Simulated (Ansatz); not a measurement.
Run this with Ansatz 0.2.0 through its Python package and show what comes out.

`clfh6osi3_deck.py`
```python
import ansatz as az
import numpy as np
import pandas as pd

DECK = """
crystal:
  periodic: [false, false, false]
  atoms:
    - { symbol: F, position_ang: [0.0484, 2.0519, -1.0525] }
    - { symbol: Si, position_ang: [0.3172, 1.1513, 0.247] }
    - { symbol: Si, position_ang: [2.0766, -0.3115, -0.1062] }
    - { symbol: Cl, position_ang: [0.7039, 2.3894, 1.834] }
    - { symbol: O, position_ang: [-1.0879, 0.3682, 0.6317] }
    - { symbol: Si, position_ang: [-2.1469, -0.6764, -0.0857] }
    - { symbol: H, position_ang: [2.3137, -1.1681, 1.0903] }
    - { symbol: H, position_ang: [3.3457, 0.4063, -0.4141] }
    - { symbol: H, position_ang: [1.7831, -1.225, -1.2471] }
    - { symbol: H, position_ang: [-3.1883, -1.0752, 0.8895] }
    - { symbol: H, position_ang: [-1.3959, -1.8776, -0.5217] }
    - { symbol: H, position_ang: [-2.7697, -0.0333, -1.2652] }
basis:
  gaussian: { orbitals: def2-SVP }
correlation:
  method: mp2
output:
  forces: true
accuracy: medium
scf:
  lower_state_search: light
"""


def main() -> None:
    session = az.Session.from_yaml(DECK)
    summary = session.plan(threads=1).execute().report

    print(f"E = {summary['free_energy_ev']:.6f} eV = {summary['free_energy_ev'] / 27.211386246:.7f} Ha")
    print("converged:", summary["converged"], " doubts:", summary["published_state_doubts"] or "none")
    symbols = ["F", "Si", "Si", "Cl", "O", "Si", "H", "H", "H", "H", "H", "H"]
    parts = summary["correlation"]
    for name in ("random_phase", "coupled_cluster", "perturbative"):
        if name in parts:
            print(f"{name:16s} {parts[name]['energy']['hartree']:12.7f} Ha")
    if "second_order" in parts:
        pair = parts["second_order"]
        print(f"MP2 same spin {pair['same_spin']['hartree']:.7f} Ha, opposite spin {pair['opposite_spin']['hartree']:.7f} Ha")
    field = summary["mean_field"]
    print("<S^2> =", round(abs(field["state"]["spin_squared"]), 4), " all-electron relativity setting:", field["relativity"])
    print("passes:", field["passes"])
    if "symmetry" in field:
        print("occupied orbitals by irrep:", field["symmetry"]["occupied"])

    print("forces (eV/A)")
    for symbol, f in zip(symbols, summary["forces_ev_ang"]):
        print(f"  {symbol:2s} {f[0]:9.4f} {f[1]:9.4f} {f[2]:9.4f}")
    charges = summary["charge_distribution"]
    table = pd.DataFrame({"atom": symbols, "mulliken": charges["mulliken_charges_e"], "lowdin": charges["lowdin_charges_e"]})
    print(table.round(3).to_string())
    print("dipole (e A):", np.round(charges["dipole_moment_e_ang"], 4) + 0.0)


if __name__ == "__main__":
    main()
```

`python clfh6osi3_deck.py` gives:
```text
E = -40940.104243 eV = -1504.5210807 Ha
converged: True  doubts: none
MP2 same spin -0.1876132 Ha, opposite spin -0.6007931 Ha
<S^2> = 0.0  all-electron relativity setting: none
passes: {'evaluations': 10, 'products': 28}
occupied orbitals by irrep: [{'A': 41}, {'A': 41}]
forces (eV/A)
  F    -0.0275    0.3974   -0.6043
  Si   -0.3946   -0.2084    1.0420
  Si    0.6022   -0.5015   -0.1878
  Cl    0.1236    0.0380   -0.0941
  O     0.6769    0.4712    0.1208
  Si   -0.5859   -0.5686   -0.2882
  H    -0.1480    0.1840   -0.0329
  H    -0.1985    0.0511    0.0506
  H    -0.0747    0.1399    0.0686
  H     0.0951    0.0759   -0.0553
  H    -0.0476   -0.0399   -0.0404
  H    -0.0210   -0.0391    0.0211
   atom  mulliken  lowdin
0     F    -0.364  -0.024
1    Si     0.965  -0.047
2    Si     0.221   0.227
3    Cl    -0.270   0.089
4     O    -0.654  -0.094
5    Si     0.765   0.396
6     H    -0.081  -0.073
7     H    -0.080  -0.073
8     H    -0.088  -0.077
9     H    -0.135  -0.104
10    H    -0.146  -0.113
11    H    -0.134  -0.107
dipole (e A): [-0.0013 -0.319  -0.0781]
```

What to keep in mind:
- These settings explore the input space; basis and method may be short of convergence.
- The geometry is a force-field or estimated start, not a minimum of this method, and the basis set is short of its limit.
- The Löwdin charges here are taken after orthogonalising the functions within each atom; they differ from plain Löwdin charges, and their signs can be unphysical.
- Run time: 11 s on 1 thread of Arm Neoverse V1, with other jobs on the host, peak memory 0.45 GiB.
